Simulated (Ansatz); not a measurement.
# LiMg₃, space group Fm-3m: a single point

Run with Ansatz's Python interface.

Contents of `limg3.cif`:
```cif
data_LiMg3
_cell_length_a 4.926675
_cell_length_b 4.926675
_cell_length_c 4.926675
_cell_angle_alpha 60.00000
_cell_angle_beta 60.00000
_cell_angle_gamma 60.00000
_symmetry_space_group_name_H-M 'P 1'
_symmetry_Int_Tables_number 1
loop_
_symmetry_equiv_pos_as_xyz
'x, y, z'
loop_
_atom_site_label
_atom_site_type_symbol
_atom_site_fract_x
_atom_site_fract_y
_atom_site_fract_z
Li1 Li    0.500000    0.500000    0.500000
Mg2 Mg    0.000000    0.000000    0.000000
Mg3 Mg    0.250000    0.250000    0.250000
Mg4 Mg    0.750000    0.750000    0.750000
```

`limg3_scf.py`:
```python
from collections import Counter
from pathlib import Path
import json

import ansatz
from ase.io import read
import numpy as np
from pymatgen.core import Structure
from pymatgen.symmetry.analyzer import SpacegroupAnalyzer

atoms = read("limg3.cif")
cell = ansatz.Crystal.from_ase(atoms)

calc = cell.calculation()
calc = calc.pseudopotentials("paw")
calc = calc.functional("lda").occupations(ansatz.OccupationsMethod.FERMI_DIRAC)
calc = calc.kpoints(6)
calc = calc.compute(density=True, potential=True, electron_localization_function=True, output_files={"volumetric_format": "npy"}, density_of_states={"energy_step": 0.05})
done = calc.run(events_out="events.ndjson")
data = done.report
with open("events.ndjson") as stream:
    kinds = Counter(json.loads(line)["event"] for line in stream)
print("events:", {kind: kinds[kind] for kind in ("scf_iter", "scf_done", "notice", "finished")})

n_atoms = len(data["lattice"]["sites"])
print("F =", round(data["free_energy_ev"], 4), "eV for", n_atoms, "atoms")
print("E(sigma -> 0) =", round(data["energy_sigma0_ev"], 4), "eV, TS =", round(data["entropy_ts_ev"], 5), "eV")
print("closed by", data["closed_by"], "after", data["n_iterations"], "iterations")

folder = Path(done.write_results("fields"))
print("densities in e/A^3, potentials in eV, ELF without unit")
for name in sorted(p.name for p in folder.glob("*.npy")):
    field = np.load(folder / name)
    print(f"{name:16s} {str(field.shape):16s} min {field.min():10.4f}  mean {field.mean():10.4f}  max {field.max():10.4f}")

print("doubts on the final state:", data["published_state_doubts"] or "none")
print("warnings:", sorted({n["data"]["kind"] for n in done.notices if n["data"].get("severity") in ("warning", "doubt")}) or "none")

dos = done.density_of_states()
energy = np.asarray(dos.energies_ev) - dos.fermi_ev
states, count = np.asarray(dos.spin_summed_g_bin_mean_per_ev), np.asarray(dos.spin_summed_integrated)
g_fermi = float(np.interp(0.0, energy, states))
print(f"g(E_F) = {g_fermi:.3f} states/eV per cell")
gamma = np.pi ** 2 / 3 * 8.617333e-5 ** 2 * g_fermi * 96485.33e3 / len(done.lattice.sites)
print(f"bare Sommerfeld coefficient {gamma:.2f} mJ/(mol of atoms K^2)")
for low, high in ((-10, -6), (-6, -3), (-3, 0), (0, 3)):
    print(f"states between {low} and {high} eV: {np.interp(high, energy, count) - np.interp(low, energy, count):.3f}")

used = data["setup"]
print("cutoffs (eV):", used["ecut_ev"], used["ecutrho_ev"], " FFT grid:", used["fft_dense"])
print("cell volume {:.3f} A^3, {} symmetry operations".format(used["cell_volume_ang3"], used["n_sym_ops"]))

final = Structure(done.lattice.cell_ang, [s.symbol for s in done.lattice.sites], [s.position_frac for s in done.lattice.sites])
analyser = SpacegroupAnalyzer(final, symprec=0.01)
standard = analyser.get_conventional_standard_structure()
print(analyser.get_crystal_system(), analyser.get_space_group_symbol(), len(standard), "atoms in the conventional cell")
print("a b c (A):", [round(x, 4) for x in standard.lattice.abc], " angles:", [round(x, 2) for x in standard.lattice.angles])
print(f"mass density {float(final.density):.3f} g/cm^3")
```

```console
$ python limg3_scf.py
DeckWarning: basis.ecutwfc = 420 eV, auto-derived from the records' recommended cutoffs: set by Li (normal level)
events: {'scf_iter': 6, 'scf_done': 1, 'notice': 2, 'finished': 1}
F = -5906.6048 eV for 4 atoms
E(sigma -> 0) = -5906.5811 eV, TS = 0.04741 eV
closed by deck_thresholds after 6 iterations
densities in e/A^3, potentials in eV, ELF without unit
elf.npy          (36, 36, 36)     min     0.0217  mean     0.3920  max     0.9976
rho.npy          (36, 36, 36)     min     0.0605  mean     0.3903  max    31.3581
v_es.npy         (36, 36, 36)     min   -95.4568  mean     1.1943  max     7.2316
v_tot.npy        (36, 36, 36)     min  -114.1123  mean    -6.9960  max     0.0225
doubts on the final state: none
warnings: none
g(E_F) = 1.315 states/eV per cell
bare Sommerfeld coefficient 0.78 mJ/(mol of atoms K^2)
states between -10 and -6 eV: 0.103
states between -6 and -3 eV: 2.581
states between -3 and 0 eV: 4.350
states between 0 and 3 eV: 5.176
cutoffs (eV): 420.0 1680.0  FFT grid: [36, 36, 36]
cell volume 84.556 A^3, 48 symmetry operations
cubic Fm-3m 16 atoms in the conventional cell
a b c (A): [6.9674, 6.9674, 6.9674]  angles: [90.0, 90.0, 90.0]
mass density 1.568 g/cm^3
```
(Warnings from the package without file and line.)

Caveats:
- Total energies depend on the potentials; only differences at equal settings carry meaning. A total without «per atom» is that of the cell as typed.
- The mesh is modest for a metal, so energies can be off by several to tens of meV an atom and pressures by half a GPa or more; differences at equal mesh fare better.
- Grid values close to the nuclei reflect the PAW or pseudopotential construction, not the all-electron fields.
- The structure comes from a database of computed cells and needn't be a stable or known phase.
- The computed bands are complete only to about 3.0 eV above the Fermi level; beyond that the density of states is undercounted.
- Finished in 1.6 s on 1 thread of Intel(R) Xeon(R) 6975P-C (Granite Rapids) (shared host), peak memory 0.45 GiB.
